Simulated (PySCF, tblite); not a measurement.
# C₄H₉BO: geometry, infrared bands and NMR shifts

Aim: predict the infrared bands and NMR shifts of C₄H₉BO (`BO/C=C\CC`).

Computed with tblite 0.8.0 and PySCF 2.14.0, with density-fitted response routines of our own, on a single molecule in the gas phase. Atoms count from 0, in the outputs and in this text.

**1. The starting structure**

15 atoms, charge 0, multiplicity 1; geometry from: force field or distance geometry start.

Bonds of the start (Å): B0–O1 1.49, O1–C2 1.39, C2–C3 1.34, C3–C4 1.51, C4–C5 1.52, B0–H6 1.18, B0–H7 1.18, C2–H8 1.08, C3–H9 1.09, C4–H10 1.12, C4–H11 1.11, C5–H12 1.12, C5–H13 1.10, C5–H14 1.13.

**2. Optimising the geometry with GFN2-xTB**

Job settings and geometry (Å):

```
{"job": {"kind": "relax", "xc": "GFN2-xTB", "basis": "xTB"}, "charge": 0, "multiplicity": 1}
B      2.908200    -0.416000     0.892000
O      1.520500    -0.542700     0.359500
C      1.041400     0.255500    -0.671100
C     -0.263200     0.254200    -0.955200
C     -1.232500    -0.602200    -0.171900
C     -2.233000     0.368400     0.435100
H      3.278500     0.676500     1.158500
H      3.727800    -1.176300     0.502200
H      1.681500     0.888200    -1.263600
H     -0.657000     0.872800    -1.755500
H     -1.734500    -1.306200    -0.890800
H     -0.717800    -1.141400     0.656600
H     -1.638000     1.073900     1.071700
H     -3.004300    -0.139300     1.033800
H     -2.682200     0.942400    -0.423400
```

Run with:

```sh
$ OMP_NUM_THREADS=1 python probes_run.py task.json out
```

This one command runs all jobs of the session in turn.

**Question.** This job is followed by: GFN2-xTB harmonic vibrations, gas phase; GIAO PBE0/pcSseg-1 NMR shielding, non-relativistic, gas phase. What will the session give for the following? strongest single infrared mode (GFN2-xTB); zero-point energy (GFN2-xTB); ¹³C shifts against TMS (PBE0/pcSseg-1); ¹H shifts against TMS (PBE0/pcSseg-1, means over atoms taken as alike); ¹¹B shifts against BF3·OEt2 (PBE0/pcSseg-1); ¹⁷O shifts against H2O (PBE0/pcSseg-1).

**Answer**, as computed:

| quantity | value |
| --- | --- |
| strongest single infrared mode (GFN2-xTB) | 1331 cm⁻¹, 257 km/mol |
| zero-point energy (GFN2-xTB) | 77.0 kcal/mol |
| ¹³C shifts against TMS (PBE0/pcSseg-1) | 151.6, 127.8, 23.0, 17.0 ppm |
| ¹H shifts against TMS (PBE0/pcSseg-1, means over atoms taken as alike) | 6.87, 5.23, 5.22, 2.54, 1.10 ppm |
| ¹¹B shifts against BF3·OEt2 (PBE0/pcSseg-1) | 44.9 ppm |
| ¹⁷O shifts against H2O (PBE0/pcSseg-1) | 267.7 ppm |

**Reading.** Over 107 steps the energy fell by 1.311 eV; of the close pairs, B0–O1 changed most, 1.492 to 1.327 Å. All 39 modes are real, so the xTB geometry is a minimum. The strongest single mode, at 1331 cm⁻¹, moves mainly B0 and O1. Unscaled tight-binding wavenumbers are off by several per cent, some by more. Its intensities can rank the bands wrongly. The most deshielded carbon is C2 (alkene carbon bearing oxygen), at 151.6 ppm: an sp2 carbon further deshielded by the attached heteroatom. The most deshielded hydrogen is H8 (hydrogen on an alkene carbon bearing oxygen), at 6.87 ppm: attached to an sp2 carbon and in the plane of the double bond. At PBE0/pcSseg-1: The widest tensor belongs to O1: span 484 ppm, with a paramagnetic part of -330 ppm.
